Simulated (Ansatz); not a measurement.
# SrAl2Cl2: relaxing cell and atoms

Aim: in SrAl2Cl2, a known structure type filled with other elements, at an estimated volume, relax cell and atoms, then read levels, charges and fields where it ends.

Program: Ansatz 0.2.0. Level of theory: DFT, LDA, no spin polarisation, plane waves, PAW. These are calculated values, not measurements.

### 1 The system as given

Symmetry: P-3m1, No. 164, trigonal system. Conventional cell: a = 5.245 Å, b = 5.245 Å, c = 5.472 Å, α = 90.00°, β = 90.00°, γ = 120.00°. Around Cl (site symmetry 3m) lie 1 Al at 1.98 Å. Around Al (site symmetry 3m) lie 1 Cl at 1.98 Å. Around Sr (site symmetry -3m) lie 6 Cl at 3.07 Å.

Structure file:

```xyz
5
Lattice="2.6223 4.5420 0.0000 -2.6223 4.5420 0.0000 0.0000 0.0000 5.4719" Properties=species:S:1:pos:R:3 pbc="T T T"
Cl   -0.0003    3.0282    0.5341
Cl    0.0003    6.0559    4.9379
Al   -0.0003    3.0282    2.5111
Al    0.0003    6.0559    2.9609
Sr    0.0000    0.0000    0.0000
```

The first density is read from a saved solution for the starting cell.

### 2 The walk to rest

Input file input.yaml:

```yaml
crystal:
  lattice:
    - [2.622332, 4.542006, 0.0]
    - [-2.622332, 4.542006, 0.0]
    - [0.0, 0.0, 5.471936]
  atoms:
    - { symbol: Cl, position: [0.3333, 0.3334, 0.0976] }
    - { symbol: Cl, position: [0.6667, 0.6666, 0.9024] }
    - { symbol: Al, position: [0.3333, 0.3334, 0.4589] }
    - { symbol: Al, position: [0.6667, 0.6666, 0.5411] }
    - { symbol: Sr, position: [0.0, 0.0, 0.0] }
  symmetry: { tolerance: 0.0003 }
kpoints:
  mp_grid: { grid: [7, 7, 6], shift: [0, 0, 0] }
magnetization:
  spin_polarized: false
scf:
  occupations: { method: fermi_dirac }
  lower_state_search: "off"
hamiltonian:
  pseudopotentials: { kind: paw }
  xc: lda
basis:
  ecutwfc: 420
  fft_grid_basis: typed
relax:
  max_steps: 60
  cell: { p_target: 0.0 }
  f_tol: 0.03
output:
  forces: true
  stress: true
  eigenvalues: true
  bader: true
  populations: true
  elf: true
  write_potential: true
  volumetric_format: npy
  dos:
    e_range: [-12, 8]
    de: 0.05
    projected: { site_lists: { Al: [Al], Cl: [Cl], Sr: [Sr] } }
checkpoint:
  read: saved_state
```

Started as:

```sh
ansatz run input.yaml --threads 2 --pin off --max-ram 2560MiB --backend cpu --events-out ev --progress --plain --runs-dir out
```

**Question.** What will these runs give? Wanted: moves; energy gained; largest move; cell; volume; pressure at the end; character; Bader charges.

As calculated:

| quantity | value |
| --- | --- |
| moves | 7 |
| energy gained | 349.9 meV/atom |
| largest move | 0.50 Å (Cl) |
| space group (0.01 Å), before / after | P-3m1 / P-3m1 |
| cell | a = 5.033 Å, b = 5.033 Å, c = 5.146 Å, α = 90.00°, β = 90.00°, γ = 60.00° |
| volume | 22.58 Å³/atom (-13.4 %) |
| pressure at the end | -0.01 GPa |
| formation energy (elements from separate runs) | -1.10 eV/atom |
| character | metal |
| density of states, mean within 0.25 eV of the Fermi level | 0.25 per eV per cell |
| Bader charges | Cl -0.93, Al +0.20, Sr +1.46 e |

What this shows: The volume shrank by 13.4 %, and the largest move of an atom is 0.50 Å apart from the change of the cell; the energy fell by 349.9 meV per atom. With 12 symmetry operations imposed, the end may be a saddle point towards distortions that break them. Bands barely cross the Fermi level: a semimetal or poor metal at this level, where functional and spin-orbit coupling decide; within 0.25 eV of the Fermi level the density of states averages 0.25 per eV per cell, mostly Al p (55 %) and Al s (19 %). Sr loses most charge (+1.46 e on average) and Cl gains most (-0.93 e). Against the elements' reference phases (Cl2 molecule, Al fcc, Sr fcc; separate runs with the same functional) the formation energy is -1.10 eV per atom, which says nothing yet of rival compounds.
